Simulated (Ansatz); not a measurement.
# C2H4ClFSi: a ladder of functionals and wavefunction methods

Aim: compute C2H4ClFSi with functionals from several rungs and with coupled cluster, and see how far each lands from CCSD(T) at the basis-set limit for the atomisation energy.

Method: functionals in def2-TZVPP, the program's frozen cores in correlated methods; program: Ansatz 0.2.0, Gaussian basis.

Levels to be run: PBE-D4, r2SCAN-D4, PBE0-D4, B3LYP-D4, ωB97X-V, ωB97M-V, B2PLYP; CCSD(T)/def2-TZVPP; MP2/def2-QZVPP; extrapolation to the limit.

## 1. Structure used throughout

The geometry comes from an earlier relaxation with PBE0-D4 in a triple-zeta def2 set; it is a stationary point, not always the lowest conformer.

SMILES `F[C@H]1C[Si@@H]1Cl`, 9 atoms, charge 0, spin multiplicity 1.

Atoms are counted from 1 here; the program's logs count them from 0.

Bond lengths: F1–C2 1.370 Å, C2–C3 1.538 Å, C2–Si4 1.848 Å, C2–H6 1.088 Å, C3–Si4 1.841 Å, C3–H7 1.089 Å, C3–H8 1.085 Å, Si4–Cl5 2.039 Å, Si4–H9 1.472 Å. Angles: F1–C2–C3 116.3°, F1–C2–Si4 124.4°, F1–C2–H6 110.9°, C3–C2–Si4 65.1°, C3–C2–H6 114.2°, Si4–C2–H6 118.1°, C2–C3–Si4 65.6°, C2–C3–H7 113.2°, C2–C3–H8 117.7°, Si4–C3–H7 112.3°, Si4–C3–H8 127.0°, H7–C3–H8 112.8°, C2–Si4–C3 49.3°, C2–Si4–Cl5 119.5°, C2–Si4–H9 122.0°, C3–Si4–Cl5 121.7°, C3–Si4–H9 118.8°, Cl5–Si4–H9 112.1°.

## 2. PBE-D4 (GGA)

The input, in.yaml:

```yaml
crystal:
  periodic: [false, false, false]
  atoms:
    - {symbol: F, position_ang: [-0.593053, -1.259047, 1.580888]}
    - {symbol: C, position_ang: [-0.133074, -0.138734, 0.940655]}
    - {symbol: C, position_ang: [0.901084, -0.367428, -0.175200]}
    - {symbol: Si, position_ang: [-0.674846, 0.397519, -0.742312]}
    - {symbol: Cl, position_ang: [-0.807016, 2.386767, -1.169292]}
    - {symbol: H, position_ang: [0.147033, 0.630173, 1.658332]}
    - {symbol: H, position_ang: [0.984719, -1.410901, -0.475974]}
    - {symbol: H, position_ang: [1.864767, 0.121059, -0.076449]}
    - {symbol: H, position_ang: [-1.601215, -0.405608, -1.557647]}
basis:
  gaussian: {orbitals: def2-TZVPP}
hamiltonian: {xc: pbe, dispersion: d4}
output: {forces: true, orbitals: {seedname: orbitals}}
```

Started as:

```sh
ansatz run in.yaml --threads 4 --pin off --events-out ev --progress --plain --max-ram 10444MiB
```

After this run come: r2SCAN-D4 (meta-GGA); PBE0-D4 (hybrid); B3LYP-D4 (hybrid); ωB97X-V (range-separated); ωB97M-V (range-separated); B2PLYP (double hybrid); CCSD(T) in def2-TZVPP; MP2 in def2-QZVPP.

Q: Predict the results of all the runs planned. Wanted: atomisation energy, CCSD(T)/CBS; farthest; mean size of error, hybrid; mean size of error, range-separated; gap, smallest and largest; T1 diagnostic; triples share of the correlation energy.

As calculated:

| quantity | value |
| --- | --- |
| atomisation energy, CCSD(T)/CBS | 3271.7 kJ/mol |
| functionals within 16.4 kJ/mol (0.5 %) | B3LYP-D4 |
| farthest | PBE-D4 (+91.7 kJ/mol) |
| mean size of error, hybrid | 20.7 kJ/mol |
| mean size of error, range-separated | 21.6 kJ/mol |
| gap, smallest and largest | 5.05 eV (PBE-D4), 11.75 eV (ωB97X-V) |
| T1 diagnostic | 0.0111 |
| triples share of the correlation energy | 3.9 % |

What this shows: PBE-D4 misses by +91.7 kJ/mol. Double hybrids carry the basis error of their MP2 part in triple zeta, and no dispersion term here, so their miss is partly the set-up's. Misses under about 16.4 kJ/mol are within the doubt on the reference itself, which lacks core-valence correlation, relativity and higher excitations. Hartree-Fock recovers 72 % of the binding; the rest is correlation. The gap grows from 5.1 to 11.7 eV across the functionals, mostly with the share of exact exchange.
